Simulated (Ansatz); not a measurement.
Runs of Ansatz 0.2.0 on PtSe. It takes space group Fm-3m (No. 225, cubic). The conventional cell has a = 5.597 Å, b = 5.597 Å, c = 5.597 Å, α = 90.00°, β = 90.00°, γ = 90.00°. Pt (site symmetry m-3m) is surrounded by 6 Se at 2.80 Å. Se (site symmetry m-3m) has 6 Pt at 2.80 Å as nearest neighbours. The cell comes from a database or a generator and needn't be the stable form of this composition.

```tsv
level	U	hubbard projectors	double counting	gap on the mesh (eV)	pressure (GPa)	relaxed volume (Å³/atom)
PBE+U	Pt d U = 8 eV	ortho-atomic (the default)	fll (the default)	none	0.0	18.73
PBE+U	Pt d U = 6 eV	ortho-atomic (the default)	fll (the default)	none	0.0	(a)
PBE+U	Pt d U = 4 eV	ortho-atomic (the default)	fll (the default)	none	0.0	18.55
PBE	-	-	-	none	0.0	18.47
PBE+U	Pt d U = 5 eV	ortho-atomic (the default)	fll (the default)	none	0.0	(b)
```

Alike in all rows: task relaxation of cell and atoms; potentials or basis Ansatz PAW; no spin polarisation; cell relaxed; k mesh 8 × 8 × 8; cutoff (eV) 420; smearing fermi-dirac 0.05 eV.

Q: Estimate the missing entries.

A: (a) 18.62; (b) 18.58.

Caveats: the plane-wave basis is chosen anew once the cell has moved, so the energies of steps on either side of that aren't comparable; U without spin polarisation on a metal has little footing (some runs); the volume moved by over 15 % at a fixed basis, so the end points are rough (some runs).

A k mesh can miss the band edges, and the runs leave out spin-orbit coupling on Pt, Se.

A gap of «none» marks a metal or a gap under the smearing width.
